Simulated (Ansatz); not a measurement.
# CH6S2Si: the cost of one run

All numbers below are computed with Ansatz 0.2.0 (RKS PBE0-D4/def2-SVP).

1 further run of the same task is left out (it didn't finish).

**1. The structure to begin with**

Bond lengths: Si1–S2 2.089 Å, S2–C3 1.796 Å, C3–S4 1.878 Å, Si1–H5 1.491 Å, Si1–H6 1.553 Å, Si1–H7 1.486 Å, C3–H8 1.121 Å, C3–H9 1.039 Å, S4–H10 1.308 Å. Angles: Si1–S2–C3 101.5°, S2–Si1–H5 110.8°, S2–Si1–H6 109.3°, S2–Si1–H7 111.5°, H5–Si1–H6 107.6°, H5–Si1–H7 110.1°, H6–Si1–H7 107.4°, S2–C3–S4 110.8°, S2–C3–H8 107.0°, S2–C3–H9 112.8°, S4–C3–H8 102.8°, S4–C3–H9 114.1°, H8–C3–H9 108.6°, C3–S4–H10 94.8°.

Coordinates:

```xyz
10

Si   -1.2935    1.0893   -0.3715
S     0.1214    0.5642    1.0731
C     0.6045   -1.0755    0.5229
S     2.0129   -0.9756   -0.7159
H    -2.3552    0.0474   -0.4757
H    -1.9805    2.4195    0.0413
H    -0.6605    1.3093   -1.6979
H     1.0807   -1.5883    1.3982
H    -0.2021   -1.6463    0.2021
H     2.7554   -0.1952    0.0263
```

**2. End point A**

The input, input.yaml:

```yaml
crystal:
  periodic: [false, false, false]
  atoms:
    - { symbol: Si, position_ang: [-1.2935, 1.0893, -0.3715] }
    - { symbol: S, position_ang: [0.1214, 0.5642, 1.0731] }
    - { symbol: C, position_ang: [0.6045, -1.0755, 0.5229] }
    - { symbol: S, position_ang: [2.0129, -0.9756, -0.7159] }
    - { symbol: H, position_ang: [-2.3552, 0.0474, -0.4757] }
    - { symbol: H, position_ang: [-1.9805, 2.4195, 0.0413] }
    - { symbol: H, position_ang: [-0.6605, 1.3093, -1.6979] }
    - { symbol: H, position_ang: [1.0807, -1.5883, 1.3982] }
    - { symbol: H, position_ang: [-0.2021, -1.6463, 0.2021] }
    - { symbol: H, position_ang: [2.7554, -0.1952, 0.0263] }
basis:
  gaussian: { orbitals: def2-SVP }
hamiltonian:
  xc: pbe0
  dispersion: d4
relax:
  f_tol: 0.015
  max_steps: 40
```

On the command line:

```sh
$ ansatz run input.yaml --threads 2 --pin off --max-ram 3072MiB --backend cpu --events-out ev --progress --plain --runs-dir out
```

Q: Estimate wall time and peak memory on 2 threads of AMD EPYC 9R45 (Zen 5), shared host.

About 10 s, with a peak of 0.23 GiB.
